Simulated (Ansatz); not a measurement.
# Rb2Ag: the cost of one run

Method: DFT PBE, scalar-relativistic, plane waves, PAW, in Ansatz 0.2.0.

## 1. The structure to begin with

Symmetry: P4/mmm, No. 123, tetragonal system. Conventional cell: a = 4.356 Å, b = 4.356 Å, c = 6.003 Å, α = 90.00°, β = 90.00°, γ = 90.00°. Rb (site symmetry 4/mmm) has 4 Ag at 3.08 Å as nearest neighbours. Around Rb (site symmetry 4/mmm) lie 2 Ag at 3.00 Å. Around Ag (site symmetry 4/mmm) lie 6 Rb at 3.00 to 3.08 Å.

As a file:

```cif
data_structure
_symmetry_space_group_name_H-M 'P 1'
_symmetry_Int_Tables_number 1
_cell_length_a 4.3555
_cell_length_b 4.3555
_cell_length_c 6.0028
_cell_angle_alpha 90.000
_cell_angle_beta 90.000
_cell_angle_gamma 90.000
_cell_volume 113.88
loop_
_atom_site_label
_atom_site_type_symbol
_atom_site_fract_x
_atom_site_fract_y
_atom_site_fract_z
_atom_site_occupancy
Rb1 Rb 0.50000 0.50000 0.00000 1
Rb2 Rb 0.00000 0.00000 0.50000 1
Ag1 Ag 0.00000 0.00000 0.00000 1
```

Recipe of the guess: random cell by space group and Wyckoff sites (P4/mmm, No. 123). The dimensions are guesses.

## 2. A first look at the guess

Input file input.yaml:

```yaml
crystal:
  lattice:
    - [4.35550366, 0.0, 0.0]
    - [0.0, 4.35550366, 0.0]
    - [0.0, 0.0, 6.00277166]
  atoms:
    - { symbol: Rb, position: [0.5, 0.5, 0.0] }
    - { symbol: Rb, position: [0.0, 0.0, 0.5] }
    - { symbol: Ag, position: [0.0, 0.0, 0.0] }
basis:
  ecutwfc: 420
kpoints:
  mp_grid: { grid: [4, 4, 4] }
hamiltonian:
  xc: pbe
scf:
  occupations: { method: gaussian, width: 0.1 }
  lower_state_search: "off"
output:
  forces: true
  stress: true
  eigenvalues: true
```

Started as:

```console
$ ansatz run input.yaml --threads 1 --pin off --max-ram 2048MiB --backend cpu --events-out ev --progress --plain --runs-dir out
```

What time and memory should one allow on 1 thread of Intel Xeon Platinum 8259CL at 2.50GHz (Skylake/Cascade Lake), shared host?

About 2.4 s, with a peak of 0.42 GiB.
